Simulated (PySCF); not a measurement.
# C12H24O6 (18-crown-6): the cost of one run

Computed with PySCF 2.14.0 and routines of our own; the level stands in each step. Atoms count from 0.

### Step 1. The starting structure

42 atoms, charge 0, multiplicity 1; geometry from: GFN2-xTB.

### Step 2. NMR shifts: GIAO KT3/pcSseg-1

The job: settings as JSON, then the geometry in Å.

```
{"job": {"kind": "nmr", "xc": "KT3", "basis": "pcSseg-1", "pop": false}, "charge": 0, "multiplicity": 1}
C      1.457593     2.817251    -1.674256
C      0.355602     3.870497    -1.504165
O     -0.841446     3.344904    -0.985710
C     -0.779963     3.028076     0.390872
C     -1.978270     2.166923     0.766647
O     -1.765737     0.836257     0.351393
C     -2.781985    -0.028569     0.793977
C     -2.638444    -1.400566     0.145512
O     -1.551752    -2.093387     0.709581
C     -1.497802    -3.448957     0.318816
C     -0.176490    -4.065608     0.794570
O      0.861038    -3.977239    -0.153561
C      1.282598    -2.669390    -0.484690
C      2.131730    -2.016915     0.620500
O      2.801494    -0.858130     0.179408
C      1.985607     0.290238     0.104511
C      2.877468     1.463413    -0.321631
O      2.164269     2.669887    -0.454733
H      0.989830     1.875180    -1.979429
H      2.156297     3.134998    -2.462719
H      0.090237     4.275330    -2.483664
H      0.735297     4.679183    -0.865022
H      0.140139     2.486029     0.622773
H     -0.799728     3.957773     0.981338
H     -2.118448     2.203475     1.858241
H     -2.878728     2.573267     0.283088
H     -3.769218     0.380116     0.526084
H     -2.736302    -0.141249     1.887933
H     -2.492958    -1.277878    -0.937683
H     -3.567908    -1.967499     0.312482
H     -2.345676    -3.993274     0.763605
H     -1.566581    -3.544200    -0.775081
H     -0.310492    -5.138024     0.953366
H      0.101493    -3.594010     1.744756
H      0.423719    -2.031610    -0.717191
H      1.898828    -2.785420    -1.380326
H      1.499671    -1.781997     1.487350
H      2.915979    -2.716023     0.923804
H      1.169591     0.151296    -0.616284
H      1.533278     0.501273     1.084775
H      3.629392     1.640490     0.451135
H      3.392605     1.200010    -1.253751
```

Method: GIAO KT3/pcSseg-1 NMR shielding, non-relativistic, gas phase.

Started as:

```bash
$ OMP_NUM_THREADS=1 python large_run.py task.json out
```

The driver reads the jobs from task.json and runs them one after another.

Q: Estimate the wall time and peak memory of this job on 1 thread of Arm Neoverse V1, shared host.

About 52 s, with a peak of 0.59 GiB.
